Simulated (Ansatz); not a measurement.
# AlFH₄SSi: how energies converge with the basis set

An exercise on one series of results from a longer session: the logs are not shown, and one member is left open.

Method: one geometry, several basis sets; program: Ansatz 0.2.0, Gaussian basis.

The runs, in order: PBE0-D4/def2-SVP; ωB97M-V/def2-SVP; PBE0-D4/def2-QZVPP; ωB97M-V/def2-QZVPP; the functionals' def2-TZVPP values are taken from earlier runs.

## Structure used throughout

An earlier PBE0-D4 in a triple-zeta def2 set relaxation fixed the geometry.

SMILES `[F][Al]([SiH3])[SH]`, 8 atoms, charge 0, spin multiplicity 1.

Atoms are counted from 1 here; the program's logs count them from 0.

Bond lengths: F1–Al2 1.652 Å, Al2–Si3 2.437 Å, Al2–S4 2.177 Å, Si3–H5 1.489 Å, Si3–H6 1.488 Å, Si3–H7 1.489 Å, S4–H8 1.346 Å. Angles: F1–Al2–Si3 120.2°, F1–Al2–S4 116.6°, Si3–Al2–S4 123.2°, Al2–Si3–H5 110.5°, Al2–Si3–H6 110.5°, Al2–Si3–H7 110.5°, H5–Si3–H6 108.5°, H5–Si3–H7 108.2°, H6–Si3–H7 108.5°, Al2–S4–H8 92.5°.

Set-up of the first run:

in.yaml reads:

```yaml
crystal:
  periodic: [false, false, false]
  atoms:
    - {symbol: F, position_ang: [1.170630, -1.867093, -0.843944]}
    - {symbol: Al, position_ang: [0.037994, -0.882723, -0.153352]}
    - {symbol: Si, position_ang: [0.439482, 1.514754, 0.023555]}
    - {symbol: S, position_ang: [-1.779132, -1.843119, 0.563549]}
    - {symbol: H, position_ang: [0.617015, 2.114233, -1.327468]}
    - {symbol: H, position_ang: [-0.706586, 2.187635, 0.692633]}
    - {symbol: H, position_ang: [1.672084, 1.780326, 0.814926]}
    - {symbol: H, position_ang: [-1.359288, -3.061114, 0.174299]}
basis:
  gaussian: {orbitals: def2-SVP}
hamiltonian: {xc: pbe0, dispersion: d4}
output: {orbitals: {seedname: orbitals}}
```

Started as:

```bash
ansatz run in.yaml --threads 2 --pin off --events-out ev --progress --plain --max-ram 4352MiB
```

Among the steps run: PBE0-D4 in def2-SVP; ωB97M-V in def2-SVP; PBE0-D4 in def2-QZVPP; ωB97M-V in def2-QZVPP.

One of the session's tables, all rows but one given; the rest of the session is left out.

It belongs to the step «Functionals by basis». 

```
functional       basis  HOMO (eV)  LUMO (eV)
   PBE0-D4    def2-SVP          ?          ?
   PBE0-D4  def2-TZVPP      -8.00      -1.49
   PBE0-D4  def2-QZVPP      -8.02      -1.53
   ωB97M-V    def2-SVP     -10.03       0.43
   ωB97M-V  def2-TZVPP     -10.10       0.21
   ωB97M-V  def2-QZVPP     -10.12       0.10
```

Q: Estimate the row for PBE0-D4, def2-SVP from the others.

**Answer.** HOMO (eV): -7.90; LUMO (eV): -1.35. In the column «HOMO (eV)» it is the highest.
